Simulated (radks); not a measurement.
# I⁴⁺ in [Kr] 4d10 5s2 6s1: an all-electron calculation

One table from this session's results is given with a row withheld; the runs are named, their logs left out.

The numbers are computed with radks (a radial shooting solver on a logarithmic mesh, Libxc functionals) version 1 (Dirac Kohn-Sham, LDA (Slater exchange, VWN5 correlation), spin-unpolarised, spherical densities, finite nucleus), except any that are marked as measured or tabulated.

## What is computed

- element: iodine (Z = 53)
- charge: +4
- electrons: 49
- configuration: [Kr] 4d10 5s2 6s1
- nuclear rms radius: 4.75 fm

The outer shells:

I⁴⁺
```
[Kr] core
4d [↑↓][↑↓][↑↓][↑↓][↑↓]
5s [↑↓]
6s [↑ ]
```

The first run:

Settings of this run:

```text
Z 53
configuration [Kr] 4d10 5s2 6s1
relativity Dirac
functional lda,vwn5
spin unpolarised
j_filling energy
nucleus finite rms 4.75 fm
c 137.035999084
```

Started as:

```bash
$ python run_ks.py task.json out
```

All runs below come from this command, one after another.

Steps of the session up to this table: Self-consistent calculation.

One table of the session follows, with a row left open; its other results are not shown here.

It belongs to the step «Radial structure». Radial moments (bohr):

| level | <r> | outermost maximum (interpolated) | 90 % within | nodes |
| --- | --- | --- | --- | --- |
| 1s1/2 | 0.02725 | 0.0176 | 0.0490 | 0 |
| 2s1/2 | 0.1168 | 0.0994 | 0.181 | 1 |
| 2p1/2 | 0.09850 | 0.0761 | 0.162 | 0 |
| 2p3/2 | 0.1042 | 0.0809 | 0.169 | 0 |
| 3s1/2 | 0.3142 | 0.286 | 0.462 | 2 |
| 3p1/2 | 0.3043 | 0.272 | 0.458 | 1 |
| 3p3/2 | 0.3159 | 0.283 | 0.474 | 1 |
| 3d3/2 | 0.2866 | 0.230 | 0.451 | 0 |
| 3d5/2 | 0.2903 | 0.233 | 0.456 | 0 |
| 4s1/2 | 0.7390 | 0.680 | 1.07 | 3 |
| 4p1/2 | 0.7708 | 0.698 | 1.13 | 2 |
| 4p3/2 | ? | ? | ? | ? |
| 4d3/2 | 0.9039 | 0.771 | 1.37 | 1 |
| 4d5/2 | 0.9146 | 0.780 | 1.39 | 1 |
| 5s1/2 | 1.755 | 1.61 | 2.50 | 4 |
| 6s1/2 | 3.530 | 3.45 | 4.91 | 5 |

Q: Estimate the row for 4p3/2 from the others.

**Answer.** <r>: 0.7991; outermost maximum (interpolated): 0.722; 90 % within: 1.17; nodes: 2. In the column «<r>» it lies between 4p1/2 (0.7708) and 4d3/2 (0.9039).
